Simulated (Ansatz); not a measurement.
**CdAu: squeezing one contact**

How do energy and force answer when the Cd1–Au2 bond of CdAu is squeezed or stretched? The runs shown use PAW. Its runs: shortest bond scaled by 1 (PAW); shortest bond scaled by 1.1 (PAW); shortest bond scaled by 0.82 (PAW); shortest bond scaled by 0.76 (PAW); shortest bond scaled by 0.64 (PAW and PAW (source ansatz)).

Program: Ansatz 0.2.0. Level of theory: DFT PBEsol, with the methods named in each step. These are calculated values, not measurements.

1 further run of the same task is left out (it didn't finish). Runs told in other sessions of the task aren't counted.

### Step 1. Starting point

The structure is cubic, space group Pm-3m (No. 221). Conventional cell: a = 3.320 Å, b = 3.320 Å, c = 3.320 Å, α = 90.00°, β = 90.00°, γ = 90.00°. Cd (site symmetry m-3m) has 8 Au at 2.88 Å in its first shell of neighbours. Around Au (site symmetry m-3m) lie 8 Cd at 2.88 Å.

Coordinates:

```
CELL_PARAMETERS angstrom
3.32000 0.00000 0.00000
0.00000 3.32000 0.00000
0.00000 0.00000 3.32000
ATOMIC_POSITIONS crystal
Cd 0.50000 0.50000 0.50000
Au 0.00000 0.00000 0.00000
```

Atoms are numbered in the order of the input: Cd1, Au2.

### Step 2. Shortest bond scaled by 1, PAW

The input, input.yaml:

```yaml
crystal:
  lattice:
    - [3.32, 0.0, 0.0]
    - [0.0, 3.32, 0.0]
    - [0.0, 0.0, 3.32]
  atoms:
    - { symbol: Cd, position: [0.5, 0.5, 0.5] }
    - { symbol: Au, position: [0.0, 0.0, 0.0] }
kpoints:
  mp_grid: { grid: [9, 9, 9] }
scf:
  occupations: { method: fermi_dirac, width: 0.05 }
hamiltonian:
  xc: pbesol
  pseudopotentials: { kind: paw }
output:
  forces: true
  stress: true
  eigenvalues: true
  populations: true
```

Started as:

```console
> ansatz run input.yaml --threads 1 --pin off --max-ram 2048MiB --backend cpu --events-out ev --progress --plain --runs-dir out
```

### Step 3. Shortest bond scaled by 1.1, PAW

Edit input.yaml of step 2 so:

```diff
@@ -6,4 +6,4 @@
   atoms:
-    - { symbol: Cd, position: [0.5, 0.5, 0.5] }
-    - { symbol: Au, position: [0.0, 0.0, 0.0] }
+    - { symbol: Cd, position: [0.525, 0.525, 0.525] }
+    - { symbol: Au, position: [-0.025, -0.025, -0.025] }
 kpoints:
```

### Step 4. Shortest bond scaled by 0.82, PAW

Edit input.yaml of step 3 so:

```diff
@@ -6,4 +6,4 @@
   atoms:
-    - { symbol: Cd, position: [0.525, 0.525, 0.525] }
-    - { symbol: Au, position: [-0.025, -0.025, -0.025] }
+    - { symbol: Cd, position: [0.455, 0.455, 0.455] }
+    - { symbol: Au, position: [0.045, 0.045, 0.045] }
 kpoints:
@@ -20 +20,5 @@
   populations: true
+  write_density: true
+  write_potential: true
+  elf: true
+  volumetric_format: npy
```

### Step 5. Shortest bond scaled by 0.76, PAW

The input, input.yaml:

```yaml
crystal:
  lattice:
    - [3.32, 0.0, 0.0]
    - [0.0, 3.32, 0.0]
    - [0.0, 0.0, 3.32]
  atoms:
    - { symbol: Cd, position: [0.44, 0.44, 0.44] }
    - { symbol: Au, position: [0.06, 0.06, 0.06] }
kpoints:
  mp_grid: { grid: [9, 9, 9] }
scf:
  occupations: { method: fermi_dirac, width: 0.05 }
hamiltonian:
  xc: pbesol
  pseudopotentials: { kind: paw }
output:
  forces: true
  stress: true
  eigenvalues: true
  populations: true
```

### Step 6. Shortest bond scaled by 0.64, PAW

Edit input.yaml of step 5 so:

```diff
@@ -6,4 +6,4 @@
   atoms:
-    - { symbol: Cd, position: [0.44, 0.44, 0.44] }
-    - { symbol: Au, position: [0.06, 0.06, 0.06] }
+    - { symbol: Cd, position: [0.41, 0.41, 0.41] }
+    - { symbol: Au, position: [0.09, 0.09, 0.09] }
 kpoints:
```

### Step 7. Shortest bond scaled by 0.64, PAW (source ansatz)

Edit input.yaml of step 6 so:

```diff
@@ -14,3 +14,3 @@
   xc: pbesol
-  pseudopotentials: { kind: paw }
+  pseudopotentials: { kind: paw, source: ansatz }
 output:
@@ -19,2 +19 @@
   eigenvalues: true
-  populations: true
```

(Steps that only read results are left out.)

What does the calculation give?

The runs gave:

| quantity | value |
| --- | --- |
| force along the bond, positive apart, at 1.840 Å (PAW) | 39.28 eV/Å |
| force along the bond, positive apart, at 1.840 Å (PAW (source ansatz)) | 39.60 eV/Å |
| length at zero force (straight line) | 2.88 Å |

In words: At 1.84 Å the force along the bond is 39.28 eV/Å by PAW, and the energy stands 9.17 eV over the given length. A straight line between 2.88 and 3.16 Å puts zero force near 2.88 Å, a rough figure over so wide a step. There symmetry makes it vanish whatever the lattice constant, so this is no computed equilibrium length. With two atoms in the cell whole sublattices move, so the other contacts between the two sublattices change too; at scales over 1 some of them become the shortest. Spin-orbit coupling is left out, though the cell holds Au; in elements this heavy it can shift bands and gaps by tenths of an eV.
